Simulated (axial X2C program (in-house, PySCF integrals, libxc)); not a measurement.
# A two-component session on SnAl: properties at the nuclei

Wanted for SnAl: properties at the nuclei, at the two-component level.

The runs use an in-house X2C program for linear molecules on PySCF integrals; two-component X2C with atomic mean-field terms, Sn dyall-cv3z, Al dyall-v3z.

All values are calculated.

### Step 1. Input

The input, task.json:

```json
{"zs": [50, 13], "q": 0, "bas": ["dyall-cv3z", "dyall-v3z"], "r0": 2.66, "levels": ["PBE0", "HF", "B3LYP", "PBE50", "LDA"], "nst": 3}
```

Keys: zs atomic numbers; q charge; bas basis sets; r0 starting distance in Å; levels methods (HF also brings MP2); nst determinants followed.

The run is started by

```sh
$ python soeom.py task.json out
```

Nuclei are Gaussian, cores are contracted, and the Gaunt term is on.

### Step 2. Expectation values, lowest determinant

R = 2.667 Å. State: Ω = 3/2 (excess of +ω over −ω: ω = 3/2).

Output of the PBE0 run:

```text
two-component X2C + atomic mean field  PBE0
basis functions 178  fitting functions 958  grid points 5082
iter        total energy     max residual
   1      -6416.352462397     3.13e-01
   2      -6416.367709715     1.64e-03
   3      -6416.367719867     2.67e-04
   4      -6416.367720477     2.49e-04
   5      -6416.367722277     7.37e-05
   6      -6416.367722343     1.53e-05
   7      -6416.367722348     4.02e-06
   8      -6416.367722349     2.76e-06
converged
one-electron -9080.03140540  Coulomb 2723.06145625  exact exchange -45.49953241  xc functional -139.32178152  nuclear repulsion 128.97082381  atomic mean-field constant -3.54728308
```

The highest occupied spinor is 65% Sn p, 29% Al p, 4% Al d.

```
level  Eeff magnitude (GV/cm)  Ws magnitude Sn (kHz)  A∥/gI Sn (MHz)  qzz Sn (a.u.)  A∥/gI Al (MHz)  qzz Al (a.u.)  μ (D)
 PBE0                     3.4                   1.47            -388          -1.42           -1.17          -0.56   0.80
   HF                    2.96                   1.37            -649          -0.92           -40.2          -0.72   1.48
B3LYP                    3.27                   1.42            -283          -1.45            19.9          -0.56   0.87
PBE50                    3.85                   1.67            -448          -1.23           -12.2          -0.61   1.04
  LDA                    2.73                   1.19            -244          -1.68            38.8          -0.50   0.74
```

Eeff is the effective electric field on the electron dipole moment in this Ω state and Ws the scalar–pseudoscalar constant (defined with the proton number Z and per Ω); A∥ is the parallel hyperfine constant, which follows by multiplying with the nuclear g factor gI = μI/(I μN); qzz is the electric field gradient, eQq0 = 234.96 MHz × Q/barn × qzz; μ is positive if Al is the positive end. The operators were transformed with the bare-nucleus X2C matrices.

### Step 3. Expectation values, a higher determinant

R = 2.667 Å. State: Ω = 1/2 (excess of +ω over −ω: 2 × ω = -1/2, ω = 3/2), 0.32 eV above the lowest in the PBE0 search for states (made at or near this distance, with looser thresholds).

Output of the PBE0 run:

```text
two-component X2C + atomic mean field  PBE0
basis functions 178  fitting functions 958  grid points 5082
iter        total energy     max residual
   1      -6416.340925590     3.16e-01
   2      -6416.356082123     1.67e-03
   3      -6416.356092558     2.22e-04
   4      -6416.356093156     2.06e-04
   5      -6416.356094444     6.31e-05
   6      -6416.356094492     1.39e-05
   7      -6416.356094495     4.55e-06
   8      -6416.356094496     2.09e-06
converged
one-electron -9079.87691156  Coulomb 2722.90862423  exact exchange -45.49686369  xc functional -139.31448420  nuclear repulsion 128.97082381  atomic mean-field constant -3.54728308
```

The highest occupied spinor is 49% Sn p, 41% Al p, 5% Al s.

```
level  Eeff magnitude (GV/cm)  Ws magnitude Sn (kHz)  A∥/gI Sn (MHz)  qzz Sn (a.u.)  A∥/gI Al (MHz)  qzz Al (a.u.)  μ (D)
 PBE0                    3.57                   4.08           -1440          -1.55            -178          -0.62   0.86
   HF                    5.69                   6.61           -1180          -1.12           -52.1          -0.80   1.71
B3LYP                    3.26                   3.74           -1440          -1.44            -178          -0.61   0.93
PBE50                    4.23                   4.86           -1360          -1.40            -140          -0.67   1.12
  LDA                    2.79                   3.17           -1610          -1.69            -250          -0.57   0.83
```

### Step 4. Expectation values, a higher determinant

R = 2.667 Å. State: Ω = 1/2 (excess of +ω over −ω: ω = 1/2), 0.51 eV above the lowest in the PBE0 search for states (made at or near this distance, with looser thresholds).

Output of the PBE0 run:

```text
two-component X2C + atomic mean field  PBE0
basis functions 178  fitting functions 958  grid points 5082
iter        total energy     max residual
   1      -6416.333642601     3.13e-01
   2      -6416.348876896     1.65e-03
   3      -6416.348886892     2.77e-04
   4      -6416.348887434     2.49e-04
   5      -6416.348889656     8.01e-05
   6      -6416.348889744     1.24e-05
   7      -6416.348889761     8.56e-06
   8      -6416.348889773     6.29e-06
   9      -6416.348889782     3.35e-06
  10      -6416.348889785     5.12e-07
  11      -6416.348889785     1.81e-07
converged
one-electron -9079.94956297  Coulomb 2722.97085968  exact exchange -45.49067406  xc functional -139.30305316  nuclear repulsion 128.97082381  atomic mean-field constant -3.54728308
```

The highest occupied spinor is 64% Sn p, 30% Al p, 4% Al d.

```
level  Eeff magnitude (GV/cm)  Ws magnitude Sn (kHz)  A∥/gI Sn (MHz)  qzz Sn (a.u.)  A∥/gI Al (MHz)  qzz Al (a.u.)  μ (D)
 PBE0                    2.24                    2.8            -101          -1.68             117          -0.61   0.72
   HF                    2.53                   2.71             371          -4.05            62.4          -0.83   0.74
B3LYP                    1.91                   2.42            14.4          -1.83             143          -0.64   0.81
PBE50                    1.72                   2.23            -210          -1.99            85.5          -0.67   0.85
  LDA                     1.9                   2.37             192          -1.77             200          -0.58   0.74
```

### Step 5. Results

| quantity | value |
| --- | --- |
| lowest determinant | Ω = 3/2 (excess of +ω over −ω: ω = 3/2) |
| Eeff magnitude (GV/cm), PBE0 | 3.4 |
| Ws magnitude Sn (kHz), PBE0 | 1.47 |
| A∥/gI Sn (MHz), PBE0 | -388 |
| qzz Sn (a.u.), PBE0 | -1.42 |
| higher determinant | Ω = 1/2 (excess of +ω over −ω: 2 × ω = -1/2, ω = 3/2) |
| Eeff magnitude (GV/cm), PBE0, higher determinant | 3.57 |
| Ws magnitude Sn (kHz), PBE0, higher determinant | 4.08 |
| A∥/gI Sn (MHz), PBE0, higher determinant | -1440 |
| qzz Sn (a.u.), PBE0, higher determinant | -1.55 |
| higher determinant | Ω = 1/2 (excess of +ω over −ω: ω = 1/2) |
| Eeff magnitude (GV/cm), PBE0, higher determinant | 2.24 |
| Ws magnitude Sn (kHz), PBE0, higher determinant | 2.8 |
| A∥/gI Sn (MHz), PBE0, higher determinant | -101 |
| qzz Sn (a.u.), PBE0, higher determinant | -1.68 |

What this shows: In the first state, the effective field runs from 2.73 to 3.85 GV/cm over the mean-field levels. The expectation values come from single determinants, which for open shells can mix terms of unlike spin or miss the lowest Ω, so a determinant need not be a state. Eeff is the effective electric field on the electron dipole moment in this Ω state and Ws the scalar–pseudoscalar constant (defined with the proton number Z and per Ω); A∥ is the parallel hyperfine constant, which follows by multiplying with the nuclear g factor gI = μI/(I μN); qzz is the electric field gradient, eQq0 = 234.96 MHz × Q/barn × qzz; μ is positive if Al is the positive end. The operators were transformed with the bare-nucleus X2C matrices.
